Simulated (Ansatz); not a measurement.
ZrH2, space group Fm-3m: an all-electron equation of state, run with Ansatz 0.2.0, Python API.

`zrh2.py`
```python
"""All-electron equation of state of ZrH2."""

import warnings

import ansatz as az
from ase.eos import EquationOfState
from ase.units import GPa
import numpy as np

WIDTH_EV = 0.02
MAX_ITERATIONS = 150
EXTRA_BANDS = 12
MESH = (10, 10, 10)

vectors0 = np.array([
    [0.0, 2.409225, 2.409225],
    [2.409225, 0.0, 2.409225],
    [2.409225, 2.409225, 0.0],
])
sites = [
    ("Zr", (0.0, 0.0, 0.0)),
    ("H", (0.75, 0.75, 0.75)),
    ("H", (0.25, 0.25, 0.25)),
]


def build(cell):
    crystal = az.Crystal(lattice=az.Lattice.of(cell))
    for symbol, position in sites:
        crystal = crystal.atom(symbol, position)
    return crystal


def main() -> None:
    warnings.simplefilter("ignore", az.DeckWarning)

    volumes, energies = [], []
    for scale in np.linspace(0.94, 1.06, 5):
        cell = vectors0 * scale ** (1 / 3)
        setup = (
            build(cell).calculation()
            .occupations(az.OccupationsMethod.FERMI_DIRAC, width=WIDTH_EV)  # smearing steadies the SCF of a metal
            .scf(max_iterations=MAX_ITERATIONS, extra_bands=EXTRA_BANDS, self_checks="high")
            .functional(az.Functional.PBESOL)
            .kpoints(*MESH)
            .pseudopotentials("all_electron", lapw=True)
        )
        r = setup.run().report
        volumes.append(abs(np.linalg.det(cell)) / len(sites))
        energies.append(r["free_energy_ev"] / len(sites))
        print(f"{scale:.3f} {volumes[-1]:9.4f} A^3/atom {energies[-1]:16.5f} eV/atom  (estimated basis error {1000 * r['lapw_basis_errors']['total_ev_per_atom']:.2f} meV/atom)")
    v0, e0, bulk = EquationOfState(volumes, energies, eos="birchmurnaghan").fit()
    print(f"V0 = {v0:.4f} A^3/atom, B0 = {bulk / GPa:.1f} GPa")


if __name__ == "__main__":
    main()
```

Its results, one of them left out:

| V (Å³/atom) | F less the lowest row shown (meV/atom) |
| --- | --- |
| 8.763 | ? |
| 9.043 | 0.00 |
| 9.323 | 4.65 |
| 9.602 | 15.82 |
| 9.882 | 32.58 |

What is the missing energy at 8.763 Å³ an atom?

A third-order Birch-Murnaghan fit, E = E0 + (9 V0 B0 / 16) [(t - 1)³ B' + (t - 1)² (6 - 4t)] with t = (V0/V)^(2/3), through the 4 rows shown gives V0 = 9.005 Å³, B0 = 143.0 GPa, B' = 3.99 and E0 = -0.07 meV. At V = 8.763 Å³, t = 1.01829, and the fit extrapolates to 2.95 meV. The run gave 2.95 meV, a miss of 0.01 meV.

Notes:
- These settings explore the input space; cutoff and mesh may be short of convergence.
- The mesh is modest for a metal, so energies can be off by several to tens of meV an atom and pressures by half a GPa or more; differences at equal mesh fare better.
- The structure comes from a database of computed cells and needn't be a stable or known phase.
- Hardware and time: 48 s on 1 thread of Arm Neoverse V2, with other jobs on the host, peak memory 0.41 GiB.
